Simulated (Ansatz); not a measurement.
Working through a relaxed scan of one distance of CH4SSn, SMILES [CH2]1[S][SnH2]1

Program: Ansatz's Python interface.

The cells in order, each with its output:

In [1]:
```python
import ansatz as az
from ase import Atoms
import numpy as np
```

In [2]:
```python
BASIS_SET = "def2-SVP"
FUNCTIONAL = "PBE"
DISPERSION = "d4"

atoms = Atoms(["C", "S", "Sn", "H", "H", "H", "H"], positions=[
    (-0.5972, -0.3854, -0.7678),
    (-0.3131, -1.7014, 0.3145),
    (0.5802, 0.592, 0.6163),
    (-1.6284, 0.005, -0.7423),
    (-0.1869, -0.4793, -1.7997),
    (-0.1535, 1.3404, 2.0212),
    (2.3603, 0.5606, 0.3121),
])
geometry = az.Crystal.molecule_from_ase(atoms)
```

In [3]:
```python
setup = (
    geometry.calculation()
    .basis(gaussian=BASIS_SET)
    .functional(FUNCTIONAL, dispersion=DISPERSION)
)
symbols = [site.symbol for site in geometry.cartesian_sites]
pairs = [(0, 1), (0, 2), (0, 3), (0, 4), (1, 2), (2, 5)]
print("held (A)   E (eV)        ", "  ".join(f"{symbols[i]}{i}-{symbols[j]}{j}" for i, j in pairs))
for length in [2.28, 2.48, 2.68, 2.98, 3.35]:
    summary = setup.relax(constraints=[az.DistanceConstraint((1, 2), at=length)], force_tolerance=0.02, max_steps=60).run(threads=1).report
    xyz = np.array(summary["positions_ang"])
    print(f"{length:6.2f} {summary['free_energy_ev']:14.5f}  ", "  ".join(f"{np.linalg.norm(xyz[i] - xyz[j]):.3f}" for i, j in pairs))
```
```text
held (A)   E (eV)         C0-S1  C0-Sn2  C0-H3  C0-H4  S1-Sn2  Sn2-H5
DeckWarning: relax.constraints: the input's atoms, or those drawn, lie off the distances that are held; a relaxation that starts there is brought onto them ahead of its first SCF, by positions alone, an atom by 9.98e-2 Å at the most. With the symmetry detection on, the symmetry is detected on the input's atoms as so [...]
  2.28   -17757.28701   1.868  2.146  1.104  1.104  2.280  1.717
  2.48   -17757.44592   1.858  2.157  1.105  1.105  2.480  1.715
  2.68   -17757.30745   1.787  2.213  1.108  1.108  2.680  1.726
  2.98   -17757.09078   1.726  2.362  1.109  1.109  2.980  1.756
  3.35   -17756.73056   1.690  2.594  1.109  1.109  3.350  1.776
```

Notes:
- Total energies depend on the basis set; only differences at equal settings carry meaning.
- Warnings are shown shortened and without file and line.
- The energies are electronic: no zero-point or thermal terms, and the basis set is short of its limit.
- def2 sets replace the cores of elements past krypton by effective core potentials.
- The whole script took 100 s on 1 thread of Arm Neoverse V1 (shared host), peak memory 0.24 GiB.
